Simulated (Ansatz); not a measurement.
# C2H3BO2: the cost of one run

The runs use Ansatz 0.2.0, Gaussian basis; the settings change from run to run.

### Step 1. The molecule

The geometry comes from an earlier relaxation with PBE0-D4 in a triple-zeta def2 set; it is a stationary point, not always the lowest conformer.

SMILES `O=C1CBO1`, 8 atoms, charge 0, spin multiplicity 1.

Atoms are counted from 1 here; the program's logs count them from 0.

Bond lengths: O1–C2 1.177 Å, C2–C3 1.519 Å, C2–O5 1.411 Å, C3–B4 1.577 Å, C3–H6 1.091 Å, C3–H7 1.091 Å, B4–O5 1.385 Å, B4–H8 1.187 Å. Angles: O1–C2–C3 138.7°, O1–C2–O5 125.7°, C3–C2–O5 95.6°, C2–C3–B4 79.8°, C2–C3–H6 113.6°, C2–C3–H7 113.6°, B4–C3–H6 119.1°, B4–C3–H7 119.1°, H6–C3–H7 108.8°, C3–B4–O5 94.1°, C3–B4–H8 141.1°, O5–B4–H8 124.8°, C2–O5–B4 90.5°.

### Step 2. r2SCAN0/def2-mTZVP

Set apart from the defaults: D3(BJ) with three-body dispersion, relativity set to scalar, the search for lower states set to full.

The input, in.yaml:

```yaml
crystal:
  periodic: [false, false, false]
  atoms:
    - {symbol: O, position_ang: [-1.022044, 1.632490, -1.067749]}
    - {symbol: C, position_ang: [-0.518061, 0.676990, -0.600214]}
    - {symbol: C, position_ang: [0.340119, 0.311120, 0.598553]}
    - {symbol: B, position_ang: [0.192005, -1.103849, -0.081035]}
    - {symbol: O, position_ang: [-0.587315, -0.631657, -1.124527]}
    - {symbol: H, position_ang: [1.315853, 0.799464, 0.602088]}
    - {symbol: H, position_ang: [-0.148506, 0.493803, 1.556907]}
    - {symbol: H, position_ang: [0.520149, -2.235462, 0.059977]}
basis:
  gaussian: {orbitals: def2-mTZVP}
hamiltonian: {xc: {name: r2SCAN0}, dispersion: d3bjatm, pseudopotentials: {relativity: scalar}}
scf: {lower_state_search: full}
output: {forces: true}
```

Launch:

```bash
$ ansatz run in.yaml --threads 2 --pin off --events-out ev --progress --plain --max-ram 4352MiB
```

Q: Estimate wall time and peak memory on 2 threads of Arm Neoverse V2, shared host.

About 3.3 s, with a peak of 0.44 GiB.
